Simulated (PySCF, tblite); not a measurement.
# C5H7FO3: a rotation path, then NMR shifts on frames

How do NMR shifts of C5H7FO3 (`CO[C@@]1(F)O[C@H](C)C1=O`) change as the atoms move?

Programs: tblite 0.8.0 and PySCF 2.14.0, with density-fitted response routines of our own. Each step states its level of theory. These are calculated values for one molecule in the gas phase, unless marked as measured. Atoms count from 0, in the outputs and in this text.

### 1 Starting geometry

16 atoms, charge 0, multiplicity 1; geometry from: GFN2-xTB.

Bonds of the start (Å): C0–O1 1.43, O1–C2 1.34, C2–F3 1.39, C2–O4 1.41, O4–C5 1.45, C5–C6 1.52, C5–C7 1.52, C7–O8 1.19, C7–C2 1.55, C0–H9 1.09, C0–H10 1.09, C0–H11 1.09, C5–H12 1.10, C6–H13 1.09, C6–H14 1.09, C6–H15 1.09.

### 2 A band between two rotamers with GFN2-xTB

What the job is given:

```
{"job": {"kind": "neb", "xc": "GFN2-xTB", "basis": "xTB", "atoms": [4, 2, 1, 0], "turn": 120}, "charge": 0, "multiplicity": 1}
C      2.791921     0.257534    -0.257775
O      1.802632    -0.655661     0.228951
C      0.605674    -0.103449     0.480295
F      0.701824     0.824951     1.506375
O     -0.065761     0.489068    -0.604662
C     -1.233556    -0.353212    -0.479858
C     -2.507774     0.402621    -0.142668
C     -0.576857    -1.078715     0.681089
O     -0.848800    -1.959084     1.426971
H      3.658614    -0.354921    -0.490187
H      2.425278     0.763617    -1.152860
H      3.038150     0.993048     0.510366
H     -1.358950    -0.969166    -1.377021
H     -2.349025     1.028717     0.732020
H     -3.301084    -0.311007     0.062161
H     -2.789884     1.034603    -0.980319
```

Method: GFN2-xTB climbing-image nudged elastic band, gas phase.

Launch:

```sh
$ OMP_NUM_THREADS=1 python probes_run.py task.json out
```

The driver reads the jobs from task.json and runs them one after another.

Standard output:

```text
image   E - E0 / eV
  0       0.0000
  1       0.0192
  2       0.0682
  3       0.1291
  4       0.1737
  5       0.1785
  6       0.1530
  7       0.1266
  8       0.1153
```

Wall time 1.8 s (1 thread of Arm Neoverse V2, shared host); peak memory 0.18 GiB.

The final band, with the dihedral O4–C2–O1–C0:

```
image  dihedral (°)  energy (eV)  energy (kcal/mol)
    0            61        0.000                0.0
    1            75        0.019                0.4
    2            90        0.068                1.6
    3           107        0.129                3.0
    4           125        0.174                4.0
    5           143        0.179                4.1
    6           160        0.153                3.5
    7           174        0.127                2.9
    8           186        0.115                2.7
```

### 3 Nuclear shieldings: image 0, PBE0/pcSseg-1

What the job is given:

```
{"job": {"kind": "nmr", "xc": "PBE0", "basis": "pcSseg-1", "pop": false}, "charge": 0, "multiplicity": 1}
C      2.791900     0.257500    -0.257800
O      1.802600    -0.655700     0.229000
C      0.605700    -0.103400     0.480300
F      0.701800     0.825000     1.506400
O     -0.065800     0.489100    -0.604700
C     -1.233600    -0.353200    -0.479900
C     -2.507800     0.402600    -0.142700
C     -0.576900    -1.078700     0.681100
O     -0.848800    -1.959100     1.427000
H      3.658600    -0.354900    -0.490200
H      2.425300     0.763600    -1.152900
H      3.038200     0.993000     0.510400
H     -1.359000    -0.969200    -1.377000
H     -2.349000     1.028700     0.732000
H     -3.301100    -0.311000     0.062200
H     -2.789900     1.034600    -0.980300
```

Level: GIAO PBE0/pcSseg-1 NMR shielding, non-relativistic, gas phase.

Standard output:

```text
coarse grid: 14120 points
cycle   1  E = -519.2747291096  dE =  1.617e+00  |g| = 1.153e+00  |ddm| = 3.581e+00
cycle   2  E = -518.6264061892  dE =  6.483e-01  |g| = 2.231e+00  |ddm| = 2.269e+00
cycle   3  E = -519.4975303215  dE = -8.711e-01  |g| = 3.007e-01  |ddm| = 1.728e+00
cycle   4  E = -519.5125710556  dE = -1.504e-02  |g| = 1.126e-01  |ddm| = 2.902e-01
cycle   5  E = -519.5146057871  dE = -2.035e-03  |g| = 2.333e-02  |ddm| = 9.236e-02
cycle   6  E = -519.5147031767  dE = -9.739e-05  |g| = 9.111e-03  |ddm| = 2.128e-02
cycle   7  E = -519.5147168147  dE = -1.364e-05  |g| = 2.719e-03  |ddm| = 7.029e-03
cycle   8  E = -519.5147180713  dE = -1.257e-06  |g| = 5.786e-04  |ddm| = 2.355e-03
final grid: 138872 points
cycle   9  E = -519.6079866339  dE = -1.727e-05  |g| = 1.755e-02  |ddm| = 2.769e-02
cycle  10  E = -519.6078724767  dE =  1.142e-04  |g| = 3.076e-02  |ddm| = 2.964e-02
cycle  11  E = -519.6080394352  dE = -1.670e-04  |g| = 4.006e-03  |ddm| = 2.083e-02
cycle  12  E = -519.6080423899  dE = -2.955e-06  |g| = 4.058e-04  |ddm| = 2.854e-03
cycle  13  E = -519.6080424135  dE = -2.353e-08  |g| = 2.103e-04  |ddm| = 4.361e-04
cycle  14  E = -519.6080424215  dE = -8.017e-09  |g| = 4.957e-05  |ddm| = 1.728e-04
cycle  15  E = -519.6080424218  dE = -3.663e-10  |g| = 1.531e-05  |ddm| = 4.050e-05
converged SCF energy = -519.6080424218

GIAO shielding tensors (ppm)
atom      isotropic    diamagn.    paramagn.     s11        s22        s33       span
  0 C      135.503     244.533    -109.030    108.335    113.293    184.881     76.546
  1 O      249.120     396.332    -147.211    187.599    259.075    300.687    113.088
  2 C       50.796     247.985    -197.190     29.012     39.752     83.623     54.611
  3 F      262.748     476.643    -213.895    158.714    268.462    361.069    202.355
  4 O      193.099     401.706    -208.607     96.889    208.572    273.836    176.947
  5 C       92.881     251.890    -159.010     57.616     86.418    134.608     76.992
  6 C      167.257     245.892     -78.635    150.406    165.955    185.410     35.005
  7 C      -16.278     253.469    -269.747   -103.827    -20.021     75.014    178.841
  8 O     -302.230     396.954    -699.183   -842.697   -390.342    326.350   1169.047
  9 H       28.016      27.570       0.446     24.116     25.878     34.054      9.938
 10 H       27.795      29.630      -1.835     23.167     26.945     33.274     10.107
 11 H       27.845      28.375      -0.530     23.372     26.310     33.852     10.479
 12 H       26.542      30.531      -3.989     22.630     27.148     29.848      7.218
 13 H       30.136      29.225       0.910     26.327     29.688     34.393      8.066
 14 H       30.394      27.579       2.815     26.090     27.894     37.199     11.109
 15 H       29.909      27.907       2.003     26.116     27.770     35.842      9.726
```

Wall time 22 s (1 thread of Arm Neoverse V2, shared host); peak memory 0.83 GiB.

Shifts follow as δ = σ(reference) − σ, with reference shieldings (ppm) from runs at the same level and on the same kind of geometry: 1H TMS 31.72, 13C TMS 186.9, 19F CFCl3 170.9, 17O H2O 336.1. The references are single molecules in the gas phase, so shifts against H2O, NH3, PH3, H3PO4 or CFCl3 are not on the usual liquid scales and can be off by tens of ppm. Each atom is listed at this fixed geometry, with no averaging over motion; a spectrum would average atoms that exchange fast.

```
atoms                                         environment  σ (ppm)  δ (ppm)
   C7                              ketone carbonyl carbon    -16.3    203.2
   C2                      sp3 carbon bearing two oxygens     50.8    136.1
   C5                 sp3 CH bonded to O, α to a carbonyl     92.9     94.0
   C0                           methyl carbon bonded to O    135.5     51.4
   C6                                       methyl carbon    167.3     19.7
  H12  hydrogen on an sp3 CH bonded to O, α to a carbonyl    26.54     5.18
  H10             hydrogen on a methyl carbon bonded to O    27.80     3.92
  H11             hydrogen on a methyl carbon bonded to O    27.84     3.87
   H9             hydrogen on a methyl carbon bonded to O    28.02     3.70
  H15                         hydrogen on a methyl carbon    29.91     1.81
  H13                         hydrogen on a methyl carbon    30.14     1.58
  H14                         hydrogen on a methyl carbon    30.39     1.32
   O8                                       ketone oxygen   -302.2    638.3
   O4                                        ether oxygen    193.1    143.0
   O1                                        ether oxygen    249.1     87.0
   F3                           fluorine on an sp3 carbon    262.7    -91.8
```

Ring of atoms C2, O4, C5, C7: NICS(0) 3.5, NICS(1) -0.6, NICS(1)zz 0.7 ppm (means of both faces).

### 4 Nuclear shieldings: image 2, PBE0/pcSseg-1

What the job is given:

```
{"job": {"kind": "nmr", "xc": "PBE0", "basis": "pcSseg-1", "pop": false}, "charge": 0, "multiplicity": 1}
C      2.903100     0.248800    -0.123600
O      1.769600    -0.620700    -0.060700
C      0.585500    -0.053300     0.231700
F      0.731200     0.965300     1.150300
O     -0.195100     0.415900    -0.845700
C     -1.338400    -0.404000    -0.515000
C     -2.573600     0.376200    -0.095100
C     -0.557400    -1.017200     0.632300
O     -0.736900    -1.820600     1.485600
H      3.710900    -0.365400    -0.512000
H      2.717300     1.098200    -0.781500
H      3.148500     0.603600     0.879400
H     -1.562000    -1.102100    -1.328300
H     -2.308900     1.102200     0.670100
H     -3.308500    -0.318100     0.304500
H     -2.992800     0.900100    -0.949200
```

Method: GIAO PBE0/pcSseg-1 NMR shielding, non-relativistic, gas phase.

Standard output:

```text
coarse grid: 14120 points
cycle   1  E = -519.2727934407  dE =  1.618e+00  |g| = 1.152e+00  |ddm| = 3.595e+00
cycle   2  E = -518.6288429676  dE =  6.440e-01  |g| = 2.223e+00  |ddm| = 2.291e+00
cycle   3  E = -519.4951192503  dE = -8.663e-01  |g| = 2.985e-01  |ddm| = 1.739e+00
cycle   4  E = -519.5099028602  dE = -1.478e-02  |g| = 1.134e-01  |ddm| = 2.924e-01
cycle   5  E = -519.5119666789  dE = -2.064e-03  |g| = 2.461e-02  |ddm| = 9.502e-02
cycle   6  E = -519.5120729316  dE = -1.063e-04  |g| = 9.501e-03  |ddm| = 2.229e-02
cycle   7  E = -519.5120877794  dE = -1.485e-05  |g| = 2.712e-03  |ddm| = 7.306e-03
cycle   8  E = -519.5120890354  dE = -1.256e-06  |g| = 5.759e-04  |ddm| = 2.384e-03
final grid: 138872 points
cycle   9  E = -519.6055107705  dE = -1.553e-05  |g| = 1.757e-02  |ddm| = 2.719e-02
cycle  10  E = -519.6053929828  dE =  1.178e-04  |g| = 3.110e-02  |ddm| = 3.020e-02
cycle  11  E = -519.6055638464  dE = -1.709e-04  |g| = 3.893e-03  |ddm| = 2.123e-02
cycle  12  E = -519.6055666252  dE = -2.779e-06  |g| = 4.290e-04  |ddm| = 2.811e-03
cycle  13  E = -519.6055666525  dE = -2.724e-08  |g| = 2.128e-04  |ddm| = 4.781e-04
cycle  14  E = -519.6055666605  dE = -8.077e-09  |g| = 5.095e-05  |ddm| = 1.678e-04
cycle  15  E = -519.6055666609  dE = -3.749e-10  |g| = 1.531e-05  |ddm| = 4.074e-05
converged SCF energy = -519.6055666609

GIAO shielding tensors (ppm)
atom      isotropic    diamagn.    paramagn.     s11        s22        s33       span
  0 C      133.387     243.131    -109.744    105.701    111.906    182.555     76.854
  1 O      254.669     396.565    -141.896    204.173    248.577    311.257    107.084
  2 C       51.104     248.216    -197.111     25.571     40.074     87.668     62.097
  3 F      266.362     476.884    -210.522    191.171    265.368    342.547    151.377
  4 O      177.808     401.822    -224.013     78.218    189.108    266.099    187.881
  5 C       92.890     252.806    -159.917     57.927     86.879    133.862     75.935
  6 C      167.015     246.129     -79.114    149.975    165.573    185.497     35.523
  7 C      -19.673     252.845    -272.518   -103.534    -27.242     71.757    175.291
  8 O     -305.300     397.690    -702.990   -849.118   -388.891    322.110   1171.228
  9 H       27.941      27.404       0.537     24.125     25.756     33.941      9.817
 10 H       27.985      28.827      -0.842     23.768     26.260     33.926     10.158
 11 H       27.775      28.405      -0.630     23.465     26.004     33.857     10.392
 12 H       26.545      30.393      -3.847     22.680     27.184     29.772      7.092
 13 H       30.192      29.362       0.830     26.323     29.892     34.361      8.038
 14 H       30.394      27.660       2.735     26.072     28.023     37.088     11.017
 15 H       29.922      27.718       2.205     26.169     27.653     35.944      9.775
```

Run time: 21 s. Hardware: 1 thread of Arm Neoverse V2, shared host; peak memory 0.89 GiB.

In short: δ C7 206.6, C2 135.8, C5 94.0, C0 53.5, H12 5.17, H11 3.94 ppm.

(Part 1 of 2 ends here.)
